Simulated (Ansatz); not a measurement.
**CaGe2Rh2: a tetragonal deformation path**

An exercise on one series of results from a longer session: the logs are not shown, and one member is left open.

Method: DFT PBEsol, scalar-relativistic, plane waves, PAW, in Ansatz 0.2.0.

4 further runs of the same task are left out: 3 that didn't finish, 1 set aside as unsound or not needed.

## The system as given

The structure is tetragonal, space group I4/mmm (No. 139). Conventional cell: a = 4.116 Å, b = 4.116 Å, c = 10.350 Å, α = 90.00°, β = 90.00°, γ = 90.00°. Around Ca (site symmetry 4/mmm) lie 8 Ge at 3.19 Å and 8 Rh at 3.31 Å. Ge (site symmetry 4mm) has 4 Rh at 2.43 Å and 1 Ge at 2.60 Å as nearest neighbours. Around Rh (site symmetry -4m2) lie 4 Ge at 2.43 Å.

Structure file:

```cif
data_structure
_symmetry_space_group_name_H-M 'P 1'
_symmetry_Int_Tables_number 1
_cell_length_a 5.9376
_cell_length_b 5.9376
_cell_length_c 5.9376
_cell_angle_alpha 139.437
_cell_angle_beta 139.437
_cell_angle_gamma 58.709
_cell_volume 87.69
loop_
_atom_site_label
_atom_site_type_symbol
_atom_site_fract_x
_atom_site_fract_y
_atom_site_fract_z
_atom_site_occupancy
Ca1 Ca 0.00000 0.00000 0.00000 1
Ge1 Ge 0.37453 0.37453 0.00000 1
Ge2 Ge 0.62547 0.62547 0.00000 1
Rh1 Rh 0.25000 0.75000 0.50000 1
Rh2 Rh 0.75000 0.25000 0.50000 1
```

It goes back to an entry of the Materials Project, which need not be the stable form.

This cell was relaxed beforehand with the same method: volume 17.54 Å³/atom, gap on the mesh none (metal).

Set-up of the first run:

Input file input.yaml:

```yaml
crystal:
  lattice:
    - [-2.0581553216, 2.0581553216, 5.1751829541]
    - [2.0581553216, -2.0581553216, 5.1751829541]
    - [2.0581553216, 2.0581553216, -5.1751829541]
  atoms:
    - { symbol: Ca, position: [0.0, 0.0, 0.0] }
    - { symbol: Ge, position: [0.3745336875, 0.3745336875, 0.0] }
    - { symbol: Ge, position: [0.6254663125, 0.6254663125, 0.0] }
    - { symbol: Rh, position: [0.25, 0.75, 0.5] }
    - { symbol: Rh, position: [0.75, 0.25, 0.5] }
basis:
  ecutwfc: 420
kpoints:
  mp_grid: { grid: [18, 18, 18] }
hamiltonian:
  xc: pbesol
scf:
  occupations: { method: gaussian, width: 0.15 }
output:
  forces: true
  stress: true
  eigenvalues: true
  write_density: true
  write_potential: true
  elf: true
  volumetric_format: npy
```

The run is started by

```
ansatz run input.yaml --threads 1 --pin off --max-ram 2560MiB --backend cpu --events-out ev --progress --plain --runs-dir out
```

Among the steps run: The undisturbed cell; Point ρ = 0.850; Point ρ = 1.200; ρ = 0.920; Point ρ = 1.100; At ρ = 0.960; ρ = 1.050.

One of the session's tables, all rows but one given; the rest of the session is left out.

```
    ρ  ΔE (meV/atom)  pressure (GPa)
0.850          106.7            -0.2
0.920           29.3            -0.5
0.960            7.1            -0.4
1.000            0.0             0.0
1.050           10.2             0.7
1.100              ?               ?
1.200          122.5             3.7
```

Estimate the missing values for ρ = 1.100.

Worked estimate for «ΔE (meV/atom)». A straight line through the neighbours (1.050, 10.2) and (1.200, 122.5) gives 10.2 + (122.5 − 10.2) × (1.100 − 1.050) / (1.200 − 1.050) = 47.6; a parabola fitted to 3 rows on both sides gives 34.0.

**Answer.** ΔE (meV/atom): 37.3; pressure (GPa): 1.6. In «ΔE (meV/atom)» the line misses by +10.3 and the parabola by -3.3.
